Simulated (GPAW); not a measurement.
CuI:

```
Cu I
1.0
     0.00000    3.03150    3.03150
     3.03150    0.00000    3.03150
     3.03150    3.03150    0.00000
Cu I
1 1
Cartesian
  4.5473 4.5473 4.5473
  0.0000 0.0000 0.0000
```

Program: GPAW 26.7.0. Alike in all runs: no spin polarisation; cell as given; k mesh 7 × 7 × 7; cutoff (eV) 600; smearing fermi-dirac 0.05 eV.

Problem. Order these runs on this cell by their band gap on the k mesh, lowest first.
A. level GLLB-SC; potentials or basis the program's PAW data sets (release 1.2.1) made for this functional, pw
B. level LDA; potentials or basis the program's PAW data sets (release 1.2.1) made for this functional, pw; band path GXWKGLUWLK,UX; band points 60
C. level TB-mBJ; potentials or basis GPAW PAW data sets for LDA (gpaw-data 1.2.1), pw

Solution. B (0.96 eV), A (1.78 eV), C (2.18 eV).

Caveats: spin-orbit coupling is left out, which moves the levels of the heavy elements; a model potential gives levels but no total energy (some runs); an odd mesh through Γ misses points on the zone boundary, where band edges often lie (some runs).

Not every run made on this cell is shown here.
